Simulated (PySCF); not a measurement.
# C₄H₅BCl₂: electronic excitations

What electronic excitations should C₄H₅BCl₂ (`ClB(Cl)C=C1CC1`) show?

The runs use PySCF 2.14.0, with density-fitted response routines of our own; the level of theory stands in each step. All values are computed, except where a source is named. Atoms are numbered from 0 throughout.

## 1. The molecule as given

12 atoms, charge 0, multiplicity 1; geometry from: GFN2-xTB.

Bonds of the start (Å): Cl0–B1 1.72, B1–Cl2 1.72, B1–C3 1.54, C3–C4 1.33, C4–C5 1.46, C5–C6 1.52, C6–C4 1.46, C3–H7 1.08, C5–H8 1.08, C5–H9 1.08, C6–H10 1.08, C6–H11 1.08.

## 2. TDDFT and polarisability: B3LYP/def2-SVPD

The job: settings as JSON, then the geometry in Å.

```
{"job": {"kind": "uv", "xc": "B3LYP", "basis": "def2-SVPD", "nstates": 8, "ntriplets": 3}, "charge": 0, "multiplicity": 1}
Cl     3.534954     1.303342     0.738647
B      2.144713     0.304639     0.530950
Cl     2.323976    -1.400403     0.710213
C      0.775775     0.929283     0.193066
C     -0.332707     0.221295     0.018676
C     -0.971013    -1.089965    -0.009492
C     -1.761961     0.177790    -0.278073
H      0.703189     2.006849     0.089493
H     -1.122130    -1.610669     0.924661
H     -0.751862    -1.750937    -0.835198
H     -2.085992     0.382061    -1.288485
H     -2.455742     0.526031     0.473671
```

Level: TDDFT B3LYP/def2-SVPD, vertical, gas phase, core orbitals frozen in the response.

On the command line:

```sh
OMP_NUM_THREADS=1 python probes_run.py task.json out
```

One launch serves the whole session: the jobs run in the order shown.

What will the session give for the following? lowest singlet (B3LYP/def2-SVPD); brightest single state of those computed; lowest triplet. Wanted: lowest singlet; brightest single state of those computed; lowest triplet.

As calculated:

```
                                quantity                        value
        lowest singlet (B3LYP/def2-SVPD)  4.95 eV (251 nm), f = 0.000
brightest single state of those computed  state 3, 5.48 eV, f = 0.437
                          lowest triplet                      3.68 eV
```

What this shows: The lowest singlet, at 4.95 eV, is HOMO−1→LUMO 0.99 and is dark; of the 8 states computed, the strongest absorption comes from state 3 at 5.48 eV. The lowest triplet lies 1.27 eV below the lowest singlet (triplets in Tamm-Dancoff, singlets in full TDDFT).
